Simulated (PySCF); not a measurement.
**C₆H₅F: electronic excitations at several levels of theory, part 1 of 2**

How much do the electronic excitations of C₆H₅F (`CC#CC1(F)C=C1`) depend on the level of theory, and what does each level cost?

Programs: PySCF 2.14.0, with density-fitted response routines of our own. Each step states its level of theory. These are calculated values for one molecule in the gas phase, unless marked as measured. Atoms are numbered from 0 throughout.

## Step 1: The molecule as given

12 atoms, charge 0, multiplicity 1; geometry from: PBE0-D3(BJ)/def2-SVP.

Bonds of the start (Å): C0–C1 1.45, C1–C2 1.21, C2–C3 1.45, C3–F4 1.38, C3–C5 1.47, C5–C6 1.31, C6–C3 1.47, C0–H7 1.10, C0–H8 1.10, C0–H9 1.10, C5–H10 1.09, C6–H11 1.09.

## Step 2: Excited states and response: HF/def2-SVPD

The job: settings as JSON, then the geometry in Å.

```
{"job": {"kind": "uv", "xc": "HF", "basis": "def2-SVPD", "ip": true}, "charge": 0, "multiplicity": 1}
C      2.626826    -0.386732     0.159687
C      1.248607     0.069849     0.117901
C      0.099044     0.453141     0.080305
C     -1.285103     0.878449     0.024562
F     -1.398782     2.223598     0.297071
C     -2.421171     0.013207     0.390316
C     -2.285488     0.283195    -0.879563
H      3.317734     0.418943    -0.133952
H      2.908650    -0.720179     1.170819
H      2.784779    -1.230962    -0.529886
H     -2.948623    -0.480361     1.203547
H     -2.622802     0.184217    -1.908989
```

Level: TDDFT HF/def2-SVPD, vertical, gas phase, core orbitals frozen in the response.

Run with:

```sh
$ OMP_NUM_THREADS=1 python probes_run.py task.json out
```

This one command runs all jobs of the session in turn.

What it wrote:

```text
final grid: 105712 points
cycle   1  E = -329.0408427299  dE =  1.778e+00  |g| = 6.377e-01  |ddm| = 7.721e+00
cycle   2  E = -329.1402440352  dE = -9.940e-02  |g| = 3.332e-01  |ddm| = 2.342e+00
cycle   3  E = -329.1609756045  dE = -2.073e-02  |g| = 8.214e-02  |ddm| = 8.493e-01
cycle   4  E = -329.1629969957  dE = -2.021e-03  |g| = 2.320e-02  |ddm| = 3.997e-01
cycle   5  E = -329.1631419167  dE = -1.449e-04  |g| = 7.453e-03  |ddm| = 8.340e-02
cycle   6  E = -329.1631588155  dE = -1.690e-05  |g| = 2.303e-03  |ddm| = 2.855e-02
cycle   7  E = -329.1631610046  dE = -2.189e-06  |g| = 7.376e-04  |ddm| = 1.743e-02
cycle   8  E = -329.1631612639  dE = -2.594e-07  |g| = 1.599e-04  |ddm| = 4.717e-03
cycle   9  E = -329.1631612794  dE = -1.543e-08  |g| = 4.190e-05  |ddm| = 1.292e-03
cycle  10  E = -329.1631612803  dE = -9.444e-10  |g| = 1.124e-05  |ddm| = 2.252e-04
converged SCF energy = -329.1631612803

Static polarisability (au): isotropic 65.706, principal 51.889 56.090 89.139

Singlet excitations
state   eV       nm        f      main configurations
  1   5.9680    207.7   0.00006   H->L+6 0.26, H-1->L+7 0.09, H->L+5 0.08
  2   6.4153    193.3   0.01677   H->L+2 0.20, H->L+7 0.14, H-1->L+6 0.12
  3   6.4732    191.5   0.00865   H-1->L+7 0.23, H-1->L+2 0.18, H->L+6 0.09
  4   7.0658    175.5   0.01256   H->L+3 0.29, H-3->L+3 0.17, H-3->L+2 0.11
  5   7.5130    165.0   0.07507   H-2->L+3 0.26, H-2->L+2 0.18, H-1->L+3 0.18
  6   7.5947    163.3   0.05623   H->L 0.67, H->L+4 0.11
  7   7.8889    157.2   0.01340   H-1->L 0.72, H-1->L+4 0.12
  8   8.3606    148.3   0.01810   H-4->L+3 0.43, H-4->L+2 0.24
  9   8.9109    139.1   0.07537   H-1->L+1 0.47, H-2->L+1 0.21, H-2->L 0.19
 10   9.0288    137.3   0.03774   H->L+1 0.78, H->L+4 0.10

Triplet excitations (Tamm-Dancoff, eV): 4.1252 4.6274 5.5126 5.5478
Vertical ionisation energy (delta-SCF) = 8.4195 eV
```

It took 22 s on 1 thread of Arm Neoverse V1, shared host; peak memory 0.71 GiB.

Frontier orbitals and where they lie:

```
orbital      eV                       atoms
 HOMO−3  -13.02   C3 27 %, F4 17 %, C5 13 %
 HOMO−2  -11.69   C5 29 %, C6 29 %, C3 11 %
 HOMO−1  -10.22    C2 35 %, C1 33 %, C6 8 %
   HOMO   -9.83   C1 34 %, C2 31 %, C3 10 %
   LUMO    2.57   C0 25 %, C1 16 %, C6 11 %
 LUMO+1    2.94   C6 20 %, C5 20 %, C0 17 %
 LUMO+2    3.23  C5 24 %, C6 23 %, H10 19 %
```

With each of the 10 states as a Gaussian band of 0.4 eV half-width at 1/e, the curve within the window shown has maxima at 192 nm (ε 1,100), 164 nm (ε 5,700), 139 nm (ε 4,600) L/(mol cm). Beyond the last state computed it falls off for lack of states. The curve at chosen wavelengths:

(nm, ε (L/mol/cm)): (133, 1897), (137, 4231), (141, 4145), (145, 2390), (149, 1451), (153, 1725), (157, 3195), (160, 4645), (164, 5656), (168, 4852), (172, 3141), (176, 1755), (180, 1079), (184, 934), (188, 1019), (192, 1076), (196, 974), (200, 739), (204, 474), (207, 307), (211, 153), (215, 68), (219, 27), (223, 10), (227, 3), (231, 1)

Ground-state properties from the same run:

```
           property  computed
  dipole moment (D)      2.71
polarisability (Å³)      9.74
 HOMO–LUMO gap (eV)     12.40
      −ε(HOMO) (eV)      9.83
```

## Step 3: TDDFT and polarisability: LDA/def2-SVPD

The job, as its differences from that of step 2:

```diff
@@ -1,2 +1,2 @@
-{"job": {"kind": "uv", "xc": "HF", "basis": "def2-SVPD", "ip": true}, "charge": 0, "multiplicity": 1}
+{"job": {"kind": "uv", "xc": "LDA", "basis": "def2-SVPD", "ip": true}, "charge": 0, "multiplicity": 1}
 C      2.626826    -0.386732     0.159687
```

Level: TDDFT LDA/def2-SVPD, vertical, gas phase, core orbitals frozen in the response.

What it wrote:

```text
coarse grid: 10704 points
cycle   1  E = -328.1903818638  dE =  8.730e-01  |g| = 5.902e-01  |ddm| = 1.118e+01
cycle   2  E = -328.1099803778  dE =  8.040e-02  |g| = 8.853e-01  |ddm| = 3.432e+00
cycle   3  E = -328.2683173202  dE = -1.583e-01  |g| = 1.857e-01  |ddm| = 1.851e+00
cycle   4  E = -328.2736579241  dE = -5.341e-03  |g| = 7.560e-02  |ddm| = 4.166e-01
cycle   5  E = -328.2745104404  dE = -8.525e-04  |g| = 4.925e-02  |ddm| = 1.612e-01
cycle   6  E = -328.2751026609  dE = -5.922e-04  |g| = 6.374e-03  |ddm| = 8.059e-02
cycle   7  E = -328.2751113545  dE = -8.694e-06  |g| = 2.274e-03  |ddm| = 4.327e-02
final grid: 105712 points
cycle   8  E = -328.3457047996  dE = -3.619e-05  |g| = 6.317e-03  |ddm| = 1.558e-01
cycle   9  E = -328.3456808778  dE =  2.392e-05  |g| = 1.256e-02  |ddm| = 3.945e-02
cycle  10  E = -328.3457113621  dE = -3.048e-05  |g| = 2.357e-03  |ddm| = 2.543e-02
cycle  11  E = -328.3457125681  dE = -1.206e-06  |g| = 8.305e-04  |ddm| = 4.237e-03
cycle  12  E = -328.3457127203  dE = -1.522e-07  |g| = 2.589e-04  |ddm| = 1.447e-03
cycle  13  E = -328.3457127351  dE = -1.481e-08  |g| = 3.647e-05  |ddm| = 4.712e-04
cycle  14  E = -328.3457127353  dE = -1.899e-10  |g| = 2.334e-05  |ddm| = 1.662e-04
converged SCF energy = -328.3457127353

Static polarisability (au): isotropic 73.369, principal 56.660 58.863 104.584

Singlet excitations
state   eV       nm        f      main configurations
  1   4.4232    280.3   0.02168   H->L 0.98
  2   4.7593    260.5   0.00095   H-1->L 0.97
  3   5.8751    211.0   0.00057   H->L+1 0.98
  4   6.0897    203.6   0.00133   H-2->L 0.95
  5   6.2119    199.6   0.00340   H->L+3 0.99
  6   6.3368    195.7   0.02443   H->L+2 0.56, H-1->L+1 0.39
  7   6.5161    190.3   0.00128   H-1->L+2 0.94
  8   6.6129    187.5   0.00328   H-1->L+3 0.97
  9   6.7894    182.6   0.02154   H->L+4 0.95
 10   6.7996    182.3   0.00174   H-4->L 0.96

Triplet excitations (Tamm-Dancoff, eV): 4.1342 4.4834 5.3711 5.4948
Vertical ionisation energy (delta-SCF) = 9.0963 eV
Vertical electron affinity (delta-SCF) = -1.0733 eV
```

Wall time 73 s (1 thread of Arm Neoverse V1, shared host); peak memory 0.53 GiB.

This run: HOMO -6.10 eV, LUMO -1.85 eV; lowest singlet 4.42 eV.

## Step 4: Ultraviolet spectrum: PBE/def2-SVPD

The job, as its differences from that of step 3:

```diff
@@ -1,2 +1,2 @@
-{"job": {"kind": "uv", "xc": "LDA", "basis": "def2-SVPD", "ip": true}, "charge": 0, "multiplicity": 1}
+{"job": {"kind": "uv", "xc": "PBE", "basis": "def2-SVPD", "ip": true}, "charge": 0, "multiplicity": 1}
 C      2.626826    -0.386732     0.159687
```

With the program's defaults for keys left out, this is: TDDFT PBE/def2-SVPD, vertical, gas phase, core orbitals frozen in the response.

What it wrote:

```text
coarse grid: 10704 points
cycle   1  E = -330.5607410423  dE =  9.029e-01  |g| = 5.976e-01  |ddm| = 9.459e+00
cycle   2  E = -330.4746770073  dE =  8.606e-02  |g| = 9.130e-01  |ddm| = 3.616e+00
cycle   3  E = -330.6382182310  dE = -1.635e-01  |g| = 1.913e-01  |ddm| = 1.944e+00
cycle   4  E = -330.6443634796  dE = -6.145e-03  |g| = 7.142e-02  |ddm| = 4.477e-01
cycle   5  E = -330.6450951197  dE = -7.316e-04  |g| = 4.871e-02  |ddm| = 1.507e-01
cycle   6  E = -330.6456784543  dE = -5.833e-04  |g| = 5.848e-03  |ddm| = 8.351e-02
cycle   7  E = -330.6456855800  dE = -7.126e-06  |g| = 2.289e-03  |ddm| = 4.065e-02
final grid: 105712 points
cycle   8  E = -330.7143940890  dE = -2.405e-05  |g| = 1.238e-02  |ddm| = 1.427e-01
cycle   9  E = -330.7143178599  dE =  7.623e-05  |g| = 2.343e-02  |ddm| = 7.996e-02
cycle  10  E = -330.7144259088  dE = -1.080e-04  |g| = 3.419e-03  |ddm| = 4.504e-02
cycle  11  E = -330.7144282178  dE = -2.309e-06  |g| = 1.363e-03  |ddm| = 6.647e-03
cycle  12  E = -330.7144286575  dE = -4.396e-07  |g| = 3.388e-04  |ddm| = 2.085e-03
cycle  13  E = -330.7144286843  dE = -2.684e-08  |g| = 4.918e-05  |ddm| = 5.885e-04
cycle  14  E = -330.7144286849  dE = -5.700e-10  |g| = 1.777e-05  |ddm| = 1.413e-04
converged SCF energy = -330.7144286849

Static polarisability (au): isotropic 72.847, principal 56.294 58.537 103.709

Singlet excitations
state   eV       nm        f      main configurations
  1   4.5050    275.2   0.02120   H->L 0.98
  2   4.8310    256.6   0.00100   H-1->L 0.97
  3   5.9102    209.8   0.00080   H->L+1 0.99
  4   6.0984    203.3   0.00279   H->L+3 0.99
  5   6.1540    201.5   0.00314   H-2->L 0.90, H->L+2 0.08
  6   6.3002    196.8   0.02550   H->L+2 0.53, H-1->L+1 0.37, H-2->L 0.08
  7   6.4747    191.5   0.00208   H-1->L+3 0.73, H-1->L+2 0.22
  8   6.4807    191.3   0.00105   H-1->L+2 0.73, H-1->L+3 0.22
  9   6.6093    187.6   0.02376   H->L+4 0.99
 10   6.8490    181.0   0.00019   H-4->L 1.00

Triplet excitations (Tamm-Dancoff, eV): 4.1621 4.4211 5.2020 5.3268
Vertical ionisation energy (delta-SCF) = 8.9023 eV
Vertical electron affinity (delta-SCF) = -1.2524 eV
```

Wall time 1.7 min (1 thread of Arm Neoverse V1, shared host); peak memory 0.65 GiB.

This run: HOMO -5.95 eV, LUMO -1.60 eV; lowest singlet 4.50 eV.

## Step 5: Excited states and response: B3LYP/def2-SVPD

The job, as its differences from that of step 4:

```diff
@@ -1,2 +1,2 @@
-{"job": {"kind": "uv", "xc": "PBE", "basis": "def2-SVPD", "ip": true}, "charge": 0, "multiplicity": 1}
+{"job": {"kind": "uv", "xc": "B3LYP", "basis": "def2-SVPD", "ip": true}, "charge": 0, "multiplicity": 1}
 C      2.626826    -0.386732     0.159687
```

With the program's defaults for keys left out, this is: TDDFT B3LYP/def2-SVPD, vertical, gas phase, core orbitals frozen in the response.

What it wrote:

```text
coarse grid: 10704 points
cycle   1  E = -330.9804699586  dE =  1.053e+00  |g| = 5.488e-01  |ddm| = 9.649e+00
cycle   2  E = -330.9462481731  dE =  3.422e-02  |g| = 7.441e-01  |ddm| = 2.676e+00
cycle   3  E = -331.0420751786  dE = -9.583e-02  |g| = 1.227e-01  |ddm| = 1.137e+00
cycle   4  E = -331.0447037316  dE = -2.629e-03  |g| = 4.702e-02  |ddm| = 2.842e-01
cycle   5  E = -331.0450643481  dE = -3.606e-04  |g| = 2.840e-02  |ddm| = 9.654e-02
cycle   6  E = -331.0452602348  dE = -1.959e-04  |g| = 3.746e-03  |ddm| = 5.161e-02
cycle   7  E = -331.0452633086  dE = -3.074e-06  |g| = 1.181e-03  |ddm| = 2.547e-02
final grid: 105712 points
cycle   8  E = -331.1069964412  dE = -2.766e-05  |g| = 5.586e-03  |ddm| = 1.675e-01
cycle   9  E = -331.1069893369  dE =  7.104e-06  |g| = 8.492e-03  |ddm| = 2.856e-02
cycle  10  E = -331.1070026102  dE = -1.327e-05  |g| = 8.831e-04  |ddm| = 1.407e-02
cycle  11  E = -331.1070027646  dE = -1.544e-07  |g| = 3.177e-04  |ddm| = 1.758e-03
cycle  12  E = -331.1070027826  dE = -1.806e-08  |g| = 1.655e-04  |ddm| = 5.974e-04
cycle  13  E = -331.1070027892  dE = -6.591e-09  |g| = 1.840e-05  |ddm| = 2.711e-04
cycle  14  E = -331.1070027893  dE = -7.731e-11  |g| = 6.719e-06  |ddm| = 5.640e-05
converged SCF energy = -331.1070027893

Static polarisability (au): isotropic 70.622, principal 55.041 57.838 98.988

Singlet excitations
state   eV       nm        f      main configurations
  1   5.1172    242.3   0.02309   H->L 0.96
  2   5.6166    220.7   0.00331   H-1->L 0.95
  3   6.0897    203.6   0.00105   H->L+2 0.82, H->L+1 0.10
  4   6.4562    192.0   0.01345   H->L+3 0.50, H-1->L+2 0.35
  5   6.5050    190.6   0.00519   H->L+1 0.87, H->L+2 0.09
  6   6.7134    184.7   0.00043   H-1->L+3 0.85
  7   6.8444    181.1   0.00227   H-1->L+1 0.93
  8   7.0076    176.9   0.00127   H-3->L 0.94
  9   7.1472    173.5   0.01818   H->L+4 0.94
 10   7.4762    165.8   0.05823   H-2->L 0.48, H-4->L 0.33, H->L+6 0.09

Triplet excitations (Tamm-Dancoff, eV): 4.6502 4.6807 5.3290 5.5513
Vertical ionisation energy (delta-SCF) = 9.1633 eV
```

Wall time 67 s (1 thread of Arm Neoverse V1, shared host); peak memory 0.79 GiB.

Key values: HOMO -6.93 eV, LUMO -0.79 eV; lowest singlet 5.12 eV.

## Step 6: Excited states and response: PBE0/def2-SVPD

The job, as its differences from that of step 5:

```diff
@@ -1,2 +1,2 @@
-{"job": {"kind": "uv", "xc": "B3LYP", "basis": "def2-SVPD", "ip": true}, "charge": 0, "multiplicity": 1}
+{"job": {"kind": "uv", "xc": "PBE0", "basis": "def2-SVPD", "ip": true}, "charge": 0, "multiplicity": 1}
 C      2.626826    -0.386732     0.159687
```

Level: TDDFT PBE0/def2-SVPD, vertical, gas phase, core orbitals frozen in the response.

What it wrote:

```text
coarse grid: 10704 points
cycle   1  E = -330.6233181395  dE =  1.092e+00  |g| = 5.139e-01  |ddm| = 8.247e+00
cycle   2  E = -330.6055296947  dE =  1.779e-02  |g| = 6.493e-01  |ddm| = 2.091e+00
cycle   3  E = -330.6778420661  dE = -7.231e-02  |g| = 1.029e-01  |ddm| = 9.710e-01
cycle   4  E = -330.6796173490  dE = -1.775e-03  |g| = 4.291e-02  |ddm| = 2.255e-01
cycle   5  E = -330.6799435179  dE = -3.262e-04  |g| = 2.366e-02  |ddm| = 8.862e-02
cycle   6  E = -330.6800786324  dE = -1.351e-04  |g| = 3.383e-03  |ddm| = 4.450e-02
cycle   7  E = -330.6800811818  dE = -2.549e-06  |g| = 9.872e-04  |ddm| = 2.252e-02
final grid: 105712 points
cycle   8  E = -330.7304808898  dE = -2.358e-05  |g| = 6.442e-03  |ddm| = 9.250e-02
cycle   9  E = -330.7304759365  dE =  4.953e-06  |g| = 8.553e-03  |ddm| = 3.469e-02
cycle  10  E = -330.7304902946  dE = -1.436e-05  |g| = 1.076e-03  |ddm| = 1.514e-02
cycle  11  E = -330.7304905240  dE = -2.293e-07  |g| = 2.387e-04  |ddm| = 2.074e-03
cycle  12  E = -330.7304905295  dE = -5.563e-09  |g| = 1.837e-04  |ddm| = 6.809e-04
cycle  13  E = -330.7304905376  dE = -8.098e-09  |g| = 2.213e-05  |ddm| = 2.632e-04
cycle  14  E = -330.7304905377  dE = -1.148e-10  |g| = 7.231e-06  |ddm| = 7.004e-05
converged SCF energy = -330.7304905377

Static polarisability (au): isotropic 69.744, principal 54.309 57.067 97.856

Singlet excitations
state   eV       nm        f      main configurations
  1   5.2810    234.8   0.02386   H->L 0.95
  2   5.8257    212.8   0.00362   H-1->L 0.91
  3   6.1631    201.2   0.00124   H->L+2 0.80, H->L+1 0.11
  4   6.5915    188.1   0.01216   H->L+3 0.50, H-1->L+2 0.36
  5   6.7829    182.8   0.00651   H->L+1 0.86, H->L+2 0.09
  6   6.8697    180.5   0.00060   H-1->L+3 0.81
  7   7.1396    173.7   0.00334   H-1->L+1 0.91
  8   7.2315    171.5   0.00114   H-3->L 0.92
  9   7.4727    165.9   0.00839   H->L+4 0.87, H-2->L 0.09
 10   7.6173    162.8   0.05476   H-4->L 0.46, H-2->L 0.37, H->L+4 0.08

Triplet excitations (Tamm-Dancoff, eV): 4.6292 4.7424 5.2914 5.5419
Vertical ionisation energy (delta-SCF) = 9.1668 eV
```

Run time: 69 s. Hardware: 1 thread of Arm Neoverse V1, shared host; peak memory 0.8 GiB.

In short: HOMO -7.14 eV, LUMO -0.53 eV; lowest singlet 5.28 eV.

## Step 7: TDDFT and polarisability: BHandHLYP/def2-SVPD

The job, as its differences from that of step 6:

```diff
@@ -1,2 +1,2 @@
-{"job": {"kind": "uv", "xc": "PBE0", "basis": "def2-SVPD", "ip": true}, "charge": 0, "multiplicity": 1}
+{"job": {"kind": "uv", "xc": "BHandHLYP", "basis": "def2-SVPD", "ip": true}, "charge": 0, "multiplicity": 1}
 C      2.626826    -0.386732     0.159687
```

Level: TDDFT BHandHLYP/def2-SVPD, vertical, gas phase, core orbitals frozen in the response.

What it wrote:

```text
coarse grid: 10704 points
cycle   1  E = -330.8099659511  dE =  1.309e+00  |g| = 5.248e-01  |ddm| = 7.983e+00
cycle   2  E = -330.8277405972  dE = -1.777e-02  |g| = 5.230e-01  |ddm| = 1.856e+00
cycle   3  E = -330.8723770199  dE = -4.464e-02  |g| = 7.156e-02  |ddm| = 8.515e-01
cycle   4  E = -330.8730975438  dE = -7.205e-04  |g| = 3.996e-02  |ddm| = 1.854e-01
cycle   5  E = -330.8734455892  dE = -3.480e-04  |g| = 1.465e-02  |ddm| = 9.356e-02
cycle   6  E = -330.8734959559  dE = -5.037e-05  |g| = 3.070e-03  |ddm| = 3.097e-02
cycle   7  E = -330.8734982875  dE = -2.332e-06  |g| = 5.329e-04  |ddm| = 1.590e-02
final grid: 105712 points
cycle   8  E = -330.9148031615  dE = -1.417e-05  |g| = 2.779e-03  |ddm| = 1.012e-01
cycle   9  E = -330.9148031674  dE = -5.897e-09  |g| = 2.954e-03  |ddm| = 1.388e-02
cycle  10  E = -330.9148047095  dE = -1.542e-06  |g| = 2.682e-04  |ddm| = 4.296e-03
cycle  11  E = -330.9148047213  dE = -1.180e-08  |g| = 1.346e-04  |ddm| = 7.001e-04
cycle  12  E = -330.9148047248  dE = -3.503e-09  |g| = 6.764e-05  |ddm| = 3.529e-04
cycle  13  E = -330.9148047259  dE = -1.086e-09  |g| = 5.667e-06  |ddm| = 1.325e-04
cycle  14  E = -330.9148047259  dE = -1.137e-11  |g| = 1.979e-06  |ddm| = 2.798e-05
converged SCF energy = -330.9148047259

Static polarisability (au): isotropic 67.925, principal 53.279 56.605 93.891

Singlet excitations
state   eV       nm        f      main configurations
  1   5.8558    211.7   0.02624   H->L 0.84, H-3->L 0.09
  2   6.1406    201.9   0.00030   H->L+4 0.46, H->L+5 0.14, H-1->L 0.12
  3   6.3398    195.6   0.00927   H-1->L 0.47, H->L+4 0.17, H-1->L+6 0.13
  4   6.6424    186.7   0.00381   H-1->L+4 0.27, H->L+6 0.24, H->L+3 0.22
  5   7.0620    175.6   0.00932   H->L+1 0.90
  6   7.2261    171.6   0.02560   H-1->L 0.31, H-1->L+6 0.25, H-1->L+3 0.23
  7   7.3861    167.9   0.00563   H-1->L+1 0.90
  8   7.8988    157.0   0.04008   H-2->L 0.74, H->L+2 0.09
  9   8.0045    154.9   0.07151   H->L+2 0.78
 10   8.1145    152.8   0.00023   H-4->L 0.77

Triplet excitations (Tamm-Dancoff, eV): 4.6061 5.0125 5.4929 5.6334
Vertical ionisation energy (delta-SCF) = 9.2294 eV
```

Run time: 67 s. Hardware: 1 thread of Arm Neoverse V1, shared host; peak memory 0.8 GiB.

In short: HOMO -8.22 eV, LUMO 0.59 eV; lowest singlet 5.86 eV.

## Step 8: Ultraviolet spectrum: CAM-B3LYP/def2-SVPD

The job, as its differences from that of step 7:

```diff
@@ -1,2 +1,2 @@
-{"job": {"kind": "uv", "xc": "BHandHLYP", "basis": "def2-SVPD", "ip": true}, "charge": 0, "multiplicity": 1}
+{"job": {"kind": "uv", "xc": "CAM-B3LYP", "basis": "def2-SVPD", "ip": true}, "charge": 0, "multiplicity": 1}
 C      2.626826    -0.386732     0.159687
```

Method: TDDFT CAM-B3LYP/def2-SVPD, vertical, gas phase, core orbitals frozen in the response.

What it wrote:

```text
coarse grid: 10704 points
cycle   1  E = -330.8201933876  dE =  1.257e+00  |g| = 5.357e-01  |ddm| = 9.301e+00
cycle   2  E = -330.8209651623  dE = -7.718e-04  |g| = 6.174e-01  |ddm| = 2.134e+00
cycle   3  E = -330.8815275073  dE = -6.056e-02  |g| = 7.551e-02  |ddm| = 9.114e-01
cycle   4  E = -330.8824373374  dE = -9.098e-04  |g| = 3.510e-02  |ddm| = 2.111e-01
cycle   5  E = -330.8826848784  dE = -2.475e-04  |g| = 1.486e-02  |ddm| = 9.947e-02
cycle   6  E = -330.8827347440  dE = -4.987e-05  |g| = 3.810e-03  |ddm| = 3.438e-02
cycle   7  E = -330.8827382583  dE = -3.514e-06  |g| = 7.242e-04  |ddm| = 1.848e-02
final grid: 105712 points
cycle   8  E = -330.9460755410  dE = -2.538e-05  |g| = 3.937e-03  |ddm| = 1.312e-01
cycle   9  E = -330.9460745706  dE =  9.704e-07  |g| = 4.815e-03  |ddm| = 1.671e-02
cycle  10  E = -330.9460784712  dE = -3.901e-06  |g| = 3.811e-04  |ddm| = 6.189e-03
cycle  11  E = -330.9460784971  dE = -2.593e-08  |g| = 1.665e-04  |ddm| = 9.110e-04
cycle  12  E = -330.9460785021  dE = -4.909e-09  |g| = 9.302e-05  |ddm| = 4.526e-04
cycle  13  E = -330.9460785040  dE = -1.988e-09  |g| = 1.049e-05  |ddm| = 1.748e-04
cycle  14  E = -330.9460785041  dE = -3.024e-11  |g| = 2.968e-06  |ddm| = 4.034e-05
converged SCF energy = -330.9460785041

Static polarisability (au): isotropic 68.981, principal 54.327 57.236 95.382

Singlet excitations
state   eV       nm        f      main configurations
  1   5.6129    220.9   0.02207   H->L 0.86, H-3->L 0.10
  2   6.1355    202.1   0.00033   H->L+4 0.51, H-1->L 0.15
  3   6.2813    197.4   0.00873   H-1->L 0.55, H->L+4 0.19
  4   6.6093    187.6   0.00726   H-1->L+4 0.31, H->L+3 0.26, H->L+6 0.11
  5   6.9035    179.6   0.01013   H->L+1 0.88
  6   7.1273    174.0   0.01163   H-1->L+3 0.34, H-1->L 0.23, H-1->L+5 0.15
  7   7.2399    171.3   0.00597   H-1->L+1 0.89
  8   7.7717    159.5   0.03172   H-2->L 0.68, H-4->L 0.12
  9   7.8069    158.8   0.01359   H-4->L 0.70, H-2->L 0.12
 10   7.8158    158.6   0.00009   H-3->L 0.81, H->L 0.10

Triplet excitations (Tamm-Dancoff, eV): 4.7023 4.9871 5.4383 5.6332
Vertical ionisation energy (delta-SCF) = 9.3214 eV
```

Wall time 82 s (1 thread of Arm Neoverse V1, shared host); peak memory 0.93 GiB.

In short: HOMO -8.47 eV, LUMO 0.62 eV; lowest singlet 5.61 eV.

(Continued in part 2 of 2.)
